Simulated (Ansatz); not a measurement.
Write a Python script for Ansatz 0.2.0 through its Python package that makes a comparison of dispersion corrections of AlClH₃NSSi, SMILES S[Si]1(Cl)[NH][AlH]1. Level of theory (for the species named): B3LYP, def2-SVP basis, multiplicity 1, D3BJ dispersion.

```xyz
8

S    -1.9269    0.6130    1.1981
Si    0.0462    0.4456    0.5075
Cl    1.5144    0.5515    1.9560
N     0.2912   -1.0440   -0.4765
Al    0.5374    0.3261   -1.7729
H    -1.8765   -0.4768    1.9891
H     1.1777   -1.4685   -0.2555
H     0.3287    0.9960   -3.2017
```

Script `run_disp.py`:
```python
# -*- coding: utf-8 -*-
'''Size of D3 and D4 in AlClH3NSSi.'''

import warnings

import ansatz as az

GEOMETRY = '''
S    -1.92690    0.61300    1.19810
Si    0.04620    0.44560    0.50750
Cl    1.51440    0.55150    1.95600
N     0.29120   -1.04400   -0.47650
Al    0.53740    0.32610   -1.77290
H    -1.87650   -0.47680    1.98910
H     1.17770   -1.46850   -0.25550
H     0.32870    0.99600   -3.20170
'''


def main():
    warnings.simplefilter('ignore', az.DeckWarning)

    alclh3nssi = az.Crystal.molecule()
    for line in GEOMETRY.strip().splitlines():
        symbol, *xyz = line.split()
        alclh3nssi = alclh3nssi.atom(symbol, [float(v) for v in xyz])

    model = alclh3nssi.calculation().basis(gaussian='def2-SVP')
    for name in ['b3lyp', 'blyp']:
        for correction in ('d3bj', 'd4'):
            summary = model.functional(name, dispersion=correction).run(threads=1).report
            print(f'{name:8s} {correction:5s} total {summary["free_energy_ev"]:.5f} eV, of which dispersion {1000 * summary["dispersion"]["energy"]["ev"]:.2f} meV')


if __name__ == '__main__':
    main()
```

Running `python run_disp.py` prints:
```text
b3lyp    d3bj  total -39361.92178 eV, of which dispersion -499.87 meV
b3lyp    d4    total -39361.87979 eV, of which dispersion -457.87 meV
blyp     d3bj  total -39359.33474 eV, of which dispersion -597.27 meV
blyp     d4    total -39359.33092 eV, of which dispersion -593.45 meV
```

What to keep in mind:
- Total energies depend on the basis set; only differences at equal settings carry meaning.
- The geometry is a force-field or estimated start, not a minimum of this method, and the basis set is short of its limit. D4 holds the three-body term, and d3bj doesn't.
- b3lyp holds the VWN-RPA fit, as in Gaussian; the form of ORCA and Turbomole is b3lyp5.
- Hardware and time: 12 s on 1 thread of Arm Neoverse V2, on a shared host, peak memory 0.27 GiB.
